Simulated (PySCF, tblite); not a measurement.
# C₆H₇BF₂O: geometry, infrared bands and NMR shifts

Aim: predict the infrared bands and NMR shifts of C₆H₇BF₂O (`FC/C(F)=C1\BC=CCO1`).

The runs use tblite 0.8.0 and PySCF 2.14.0, with density-fitted response routines of our own; the level of theory stands in each step. All values are computed, except where a source is named. Atoms are numbered from 0 throughout.

### Step 1. Starting geometry

17 atoms, charge 0, multiplicity 1; geometry from: force field or distance geometry start.

Bonds of the start (Å): F0–C1 1.37, C1–C2 1.51, C2–F3 1.37, C2–C4 1.33, C4–B5 1.57, B5–C6 1.57, C6–C7 1.35, C7–C8 1.51, C8–O9 1.44, O9–C4 1.40, C1–H10 1.12, C1–H11 1.10, B5–H12 1.18, C6–H13 1.09, C7–H14 1.08, C8–H15 1.12, C8–H16 1.11.

### Step 2. Geometry optimisation with GFN2-xTB

Job settings and geometry (Å):

```
{"job": {"kind": "relax", "xc": "GFN2-xTB", "basis": "xTB"}, "charge": 0, "multiplicity": 1}
F     -4.024700     0.220200     0.237500
C     -2.801700    -0.365900     0.050900
C     -1.698800     0.656800     0.171900
F     -2.065400     1.957400     0.393400
C     -0.405300     0.364600     0.057900
B      0.140900    -1.077900    -0.243900
C      1.681700    -1.144000    -0.527000
C      2.461300    -0.069100    -0.296100
C      1.939000     1.163600     0.396900
O      0.536000     1.396600     0.152600
H     -2.663500    -1.150200     0.839600
H     -2.775100    -0.847400    -0.941600
H     -0.559000    -2.010100    -0.412400
H      2.113900    -2.055100    -0.939000
H      3.513800    -0.130100    -0.514600
H      2.085600     1.047700     1.501100
H      2.514400     2.054900     0.062800
```

On the command line:

```sh
OMP_NUM_THREADS=1 python probes_run.py task.json out
```

One launch serves the whole session: the jobs run in the order shown.

**Question.** This job is followed by: GFN2-xTB harmonic vibrations, gas phase; GIAO PBE0/pcSseg-1 NMR shielding, non-relativistic, gas phase. What will the session give for the following? strongest single infrared mode (GFN2-xTB); zero-point energy (GFN2-xTB); 13C shifts against TMS (PBE0/pcSseg-1); 1H shifts against TMS (PBE0/pcSseg-1, means over atoms taken as alike); 19F shifts against CFCl3 (PBE0/pcSseg-1); 11B shifts against BF3·OEt2 (PBE0/pcSseg-1); 17O shifts against H2O (PBE0/pcSseg-1).

**Answer**, as computed:

```
                                                              quantity                                       value
                             strongest single infrared mode (GFN2-xTB)                       1271 cm⁻¹, 205 km/mol
                                          zero-point energy (GFN2-xTB)                               74.6 kcal/mol
                                13C shifts against TMS (PBE0/pcSseg-1)  172.1, 166.4, 156.6, 137.6, 83.5, 73.1 ppm
1H shifts against TMS (PBE0/pcSseg-1, means over atoms taken as alike)            7.44, 7.08, 6.32, 5.51, 5.17 ppm
                              19F shifts against CFCl3 (PBE0/pcSseg-1)                           -93.9, -229.1 ppm
                           11B shifts against BF3·OEt2 (PBE0/pcSseg-1)                                    50.0 ppm
                                17O shifts against H2O (PBE0/pcSseg-1)                                    88.7 ppm
```

In words: Relaxing lowered the energy by 0.420 eV in 143 steps; the close pair that moved most is C8–O9, from 1.443 to 1.409 Å. No mode is imaginary among the 45: a minimum at this level. The strongest single mode, at 1271 cm⁻¹, is spread over many atoms; the largest shares are those of C4, B5. GFN2-xTB is a fitted tight-binding method: band positions and strengths are rough. Its intensities can rank the bands wrongly.
